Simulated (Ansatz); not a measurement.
# Ga2Te3O: the cost of one run

Method: DFT PBE, scalar-relativistic, plane waves, PAW, in Ansatz 0.2.0.

## 1. Starting point

It takes space group Cmmm (No. 65, orthorhombic). The conventional cell has a = 6.563 Å, b = 7.170 Å, c = 7.752 Å, α = 90.00°, β = 90.00°, γ = 90.00°. Around Ga (site symmetry m2m) lie 2 Te at 2.75 Å. Te (site symmetry mm2) is surrounded by 1 O at 1.98 Å and 2 Ga at 2.75 Å. Te (site symmetry mmm) is surrounded by 4 O at 3.28 to 3.58 Å. Around O (site symmetry mmm) lie 2 Te at 1.98 Å.

Structure file:

```xyz
6
Lattice="3.2816 -3.5848 0.0000 3.2816 3.5848 0.0000 0.0000 0.0000 7.7520" Properties=species:S:1:pos:R:3 pbc="T T T"
Ga    3.2816   -1.9825    0.0000
Ga    3.2816    1.9825    0.0000
Te    3.2816    0.0000    1.9008
Te    3.2816    0.0000    5.8513
Te    0.0000    0.0000    3.8760
O     3.2816    0.0000    3.8760
```

Recipe of the guess: random cell by space group and Wyckoff sites (Cmmm, No. 65). Lengths come from tabulated atomic sizes and are only a guess.

## 2. The guess as it stands, on a coarse mesh

input.yaml

```yaml
crystal:
  lattice:
    - [3.28159267, -3.58475781, 0.0]
    - [3.28159267, 3.58475781, 0.0]
    - [0.0, 0.0, 7.75204817]
  atoms:
    - { symbol: Ga, position: [0.77651577, 0.22348423, 0.0] }
    - { symbol: Ga, position: [0.22348423, 0.77651577, 0.0] }
    - { symbol: Te, position: [0.5, 0.5, 0.24519379] }
    - { symbol: Te, position: [0.5, 0.5, 0.75480621] }
    - { symbol: Te, position: [0.0, 0.0, 0.5] }
    - { symbol: O, position: [0.5, 0.5, 0.5] }
basis:
  ecutwfc: 420
kpoints:
  mp_grid: { grid: [4, 4, 2] }
hamiltonian:
  xc: pbe
scf:
  occupations: { method: gaussian, width: 0.1 }
  lower_state_search: "off"
output:
  forces: true
  stress: true
  eigenvalues: true
```

Run with:

```
> ansatz run input.yaml --threads 1 --pin off --max-ram 2560MiB --backend cpu --events-out ev --progress --plain --runs-dir out
```

What time and memory should one allow on 1 thread of AMD EPYC (Zen 3), shared host?

About 18 s, with a peak of 0.48 GiB.
